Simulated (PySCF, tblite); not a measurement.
**C7H6BO2 radical: geometry, infrared bands and EPR parameters**

What infrared bands and EPR parameters should C7H6BO2 radical (`[BH]c1cc(=O)occ1C=C`) show?

Computed with tblite 0.8.0 and PySCF 2.14.0, with density-fitted response routines of our own, on a single molecule in the gas phase. Atoms are numbered from 0 throughout.

## Step 1: The starting structure

16 atoms, charge 0, multiplicity 2; geometry from: force field or distance geometry start.

Bonds of the start (Å): B0–C1 1.56, C1–C2 1.42, C2–C3 1.38, C3–O4 1.26, C3–O5 1.34, O5–C6 1.32, C6–C7 1.40, C7–C8 1.49, C8–C9 1.34, C7–C1 1.41, B0–H10 1.19, C2–H11 1.08, C6–H12 1.09, C8–H13 1.09, C9–H14 1.08, C9–H15 1.08.

## Step 2: Optimising the geometry with GFN2-xTB

The job: settings as JSON, then the geometry in Å.

```
{"job": {"kind": "relax", "xc": "GFN2-xTB", "basis": "xTB"}, "charge": 0, "multiplicity": 2}
B     -0.261000     2.240900    -1.085300
C      0.460300     1.022000    -0.430100
C      1.833600     1.161900    -0.118000
C      2.503800     0.125100     0.491600
O      3.725000     0.236600     0.786900
O      1.865900    -1.010100     0.796200
C      0.584200    -1.196900     0.528200
C     -0.179500    -0.188600    -0.079400
C     -1.610800    -0.437400    -0.408500
C     -2.420500    -1.187900     0.349600
H     -1.427500     2.247700    -1.328300
H      2.348100     2.080300    -0.357100
H      0.138400    -2.153400     0.796700
H     -2.040500     0.031700    -1.289100
H     -2.072600    -1.641000     1.261400
H     -3.454500    -1.321900     0.073700
```

Command:

```console
$ OMP_NUM_THREADS=1 python probes_run.py task.json out
```

This one command runs all jobs of the session in turn.

**Question.** This job is followed by: GFN2-xTB harmonic vibrations, gas phase; UKS B3LYP, pcH-1 on B C H O, non-relativistic, mean-field spin-orbit, GIAO. What will the session give for the following? strongest single infrared mode (GFN2-xTB); zero-point energy (GFN2-xTB); g(iso) (B3LYP); ⟨S²⟩; largest a(iso); surface potential, 1st and 99th percentile.

**Answer**, as computed:

| quantity | value |
| --- | --- |
| strongest single infrared mode (GFN2-xTB) | 1706 cm⁻¹, 798 km/mol |
| zero-point energy (GFN2-xTB) | 67.9 kcal/mol |
| g(iso) (B3LYP) | 2.00297 |
| ⟨S²⟩ | 0.769 (exact 0.75) |
| largest a(iso) | 1H on H10, -46.4 MHz |
| surface potential, 1st and 99th percentile | -2.04 V and 2.25 V |

What this shows: Relaxing lowered the energy by 1.126 eV in 122 steps; the close pair that moved most is B0–C1, from 1.561 to 1.441 Å. All 42 modes are real, so the xTB geometry is a minimum. The strongest single mode, at 1706 cm⁻¹, moves mainly C3 and O4. GFN2-xTB is a fitted tight-binding method: band positions and strengths are rough. Its intensities can rank the bands wrongly. The largest spin populations lie on B0 (0.61 e), C2 (0.46 e). The isotropic g lies 0.6 ppt above the free-electron value.
